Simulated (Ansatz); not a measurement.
From input file to script: C2H5NOSSi, SMILES CO[Si]1(S)C=N1 in Ansatz 0.2.0.

```yaml
crystal:
  periodic: [false, false, false]
  atoms:
    - { symbol: C, position_ang: [-0.3664, -0.5529, 1.6282] }
    - { symbol: O, position_ang: [0.5656, -1.0167, 0.7276] }
    - { symbol: Si, position_ang: [0.7793, -0.2775, -0.7449] }
    - { symbol: S, position_ang: [1.9593, 1.5475, -0.5191] }
    - { symbol: C, position_ang: [-0.2856, -0.4381, -2.0852] }
    - { symbol: "N", position_ang: [-0.8368, 0.3443, -1.2222] }
    - { symbol: H, position_ang: [-0.291, -1.0411, 2.5704] }
    - { symbol: H, position_ang: [-1.3863, -0.6768, 1.2281] }
    - { symbol: H, position_ang: [-0.2701, 0.5765, 1.8631] }
    - { symbol: H, position_ang: [0.7846, 2.2946, -0.3997] }
    - { symbol: H, position_ang: [-0.5873, -0.8166, -3.0257] }
basis:
  gaussian:
    orbitals: def2-SVP
hamiltonian:
  xc: b3lyp
relax:
  f_tol: 0.02
  max_steps: 100
```

Script `opt_c2h5nossi.py`:
```python
# -*- coding: utf-8 -*-
"""Minimum-energy structure of C2H5NOSSi."""

import itertools

import ansatz as az
from ase.data import atomic_numbers, covalent_radii
import numpy as np


def main():
    molecule = (
        az.Crystal.molecule()
        .atom("C", (-0.3664, -0.5529, 1.6282))
        .atom("O", (0.5656, -1.0167, 0.7276))
        .atom("Si", (0.7793, -0.2775, -0.7449))
        .atom("S", (1.9593, 1.5475, -0.5191))
        .atom("C", (-0.2856, -0.4381, -2.0852))
        .atom("N", (-0.8368, 0.3443, -1.2222))
        .atom("H", (-0.291, -1.0411, 2.5704))
        .atom("H", (-1.3863, -0.6768, 1.2281))
        .atom("H", (-0.2701, 0.5765, 1.8631))
        .atom("H", (0.7846, 2.2946, -0.3997))
        .atom("H", (-0.5873, -0.8166, -3.0257))
    )

    setup = (
        molecule.calculation()
        .basis(gaussian="def2-SVP")
        .functional("b3lyp")
    )
    symbols = [site.symbol for site in molecule.cartesian_sites]
    start = np.array([site.position_ang for site in molecule.cartesian_sites], dtype=float)
    def progress(event):
        if event["event"] == "relax_step":
            row = event["data"]
            print(f"step {row['step']:3d}  E = {row['lagrangian_ev']:.6f} eV  largest force component {row['allowed_force_max_ev_ang']:.4f} eV/A")


    report = setup.relax(force_tolerance=0.02, max_steps=100).session().plan().execute(on_event=progress).report
    end = np.array(report["positions_ang"])

    print("reference energy %16.6f eV" % report["reference_energy_ev"])
    print("total energy     %16.6f eV" % report["free_energy_ev"])
    print("occupied orbitals outside the frozen core (up, down):", report["n_occupied"], " frozen:", report["n_frozen"], " virtual:", report["n_virtual"])

    # pairs closer than 1.2 times the sum of covalent radii, before or after
    radius = [covalent_radii[atomic_numbers[s]] for s in symbols]
    span = lambda where, i, j: np.linalg.norm(where[i] - where[j])
    bonded = [(i, j) for i, j in itertools.combinations(range(len(symbols)), 2) if min(span(start, i, j), span(end, i, j)) < 1.2 * (radius[i] + radius[j])]
    print("pair        before    after (A)")
    for i, j in bonded:
        print(f"{symbols[i]}{i}-{symbols[j]}{j}".ljust(10), f"{span(start, i, j):8.4f} {span(end, i, j):8.4f}")
    for first, second in list(itertools.combinations(bonded, 2)):
        shared = set(first) & set(second)
        if shared and symbols[(j := shared.pop())] != "H":
            i, k = sorted((set(first) | set(second)) - {j})
            u, v = end[i] - end[j], end[k] - end[j]
            angle = np.degrees(np.arccos(np.clip(u @ v / np.linalg.norm(u) / np.linalg.norm(v), -1, 1)))
            print(f"final angle {symbols[i]}{i}-{symbols[j]}{j}-{symbols[k]}{k}: {angle:.2f} deg")

    charges = report["charge_distribution"]
    print("dipole moment", round(4.803205 * float(np.linalg.norm(charges["dipole_moment_e_ang"])), 3), "D")
    print("Mulliken:", [(s, round(q, 3)) for s, q in zip(symbols, charges["mulliken_charges_e"])])
    with open("c2h5nossi_opt.xyz", "w") as handle:
        handle.write(f"{len(symbols)}\nrelaxed C2H5NOSSi\n")
        handle.writelines(f"{s:2s} {x:11.6f} {y:11.6f} {z:11.6f}\n" for s, (x, y, z) in zip(symbols, end))


if __name__ == "__main__":
    main()
```

```console
$ python opt_c2h5nossi.py
step   1  E = -24395.261308 eV  largest force component 2.8996 eV/A
step   2  E = -24395.713448 eV  largest force component 1.1397 eV/A
step   3  E = -24395.823451 eV  largest force component 0.5627 eV/A
step   4  E = -24395.863593 eV  largest force component 0.6343 eV/A
step   5  E = -24395.900774 eV  largest force component 0.2917 eV/A
step   6  E = -24395.922603 eV  largest force component 0.2053 eV/A
step   7  E = -24395.962067 eV  largest force component 0.2230 eV/A
step   8  E = -24395.992643 eV  largest force component 0.2079 eV/A
step   9  E = -24395.996519 eV  largest force component 0.1122 eV/A
step  10  E = -24395.986245 eV  largest force component 0.6252 eV/A
step  11  E = -24396.003750 eV  largest force component 0.0582 eV/A
step  12  E = -24396.005199 eV  largest force component 0.2064 eV/A
step  13  E = -24396.006202 eV  largest force component 0.1494 eV/A
step  14  E = -24396.006163 eV  largest force component 0.1264 eV/A
step  15  E = -24396.008533 eV  largest force component 0.0287 eV/A
step  16  E = -24396.008792 eV  largest force component 0.0082 eV/A
reference energy    -24396.009045 eV
total energy        -24396.009045 eV
occupied orbitals outside the frozen core (up, down): [31, 31]  frozen: 0  virtual: [86, 86]
pair        before    after (A)
C0-O1        1.3765   1.4173
C0-H6        1.0638   1.1005
C0-H7        1.1026   1.1033
C0-H8        1.1576   1.1036
O1-Si2       1.6614   1.6435
Si2-S3       2.1850   2.1391
Si2-C4       1.7194   1.7673
Si2-N5       1.7962   1.7878
S3-H9        1.3973   1.3536
C4-N5        1.2887   1.2997
C4-H10       1.0577   1.1048
final angle O1-C0-H6: 108.32 deg
final angle O1-C0-H7: 110.69 deg
final angle O1-C0-H8: 112.02 deg
final angle C0-O1-Si2: 129.47 deg
final angle H6-C0-H7: 108.55 deg
final angle H6-C0-H8: 108.59 deg
final angle H7-C0-H8: 108.59 deg
final angle O1-Si2-S3: 109.17 deg
final angle O1-Si2-C4: 121.72 deg
final angle O1-Si2-N5: 122.30 deg
final angle S3-Si2-C4: 126.82 deg
final angle S3-Si2-N5: 118.60 deg
final angle Si2-S3-H9: 93.46 deg
final angle C4-Si2-N5: 42.88 deg
final angle Si2-C4-N5: 69.40 deg
final angle Si2-C4-H10: 162.94 deg
final angle Si2-N5-C4: 67.72 deg
final angle N5-C4-H10: 127.66 deg
dipole moment 1.221 D
Mulliken: [('C', 0.194), ('O', -0.464), ('Si', 0.535), ('S', -0.226), ('C', 0.045), ('N', -0.283), ('H', 0.03), ('H', 0.028), ('H', 0.021), ('H', 0.092), ('H', 0.028)]
```

Notes:
- The settings weren't tested for convergence.
- The end point is the stationary point reached from this start; no frequency run checks that it is a minimum, and the basis set is modest.
- b3lyp holds the VWN-RPA fit, as in Gaussian; the form of ORCA and Turbomole is b3lyp5.
- The whole script took 2.1 min on 1 thread of Arm Neoverse V1, with other jobs on the host, peak memory 0.36 GiB.

(Lines on the test bed's own set-up are left out of the output.)
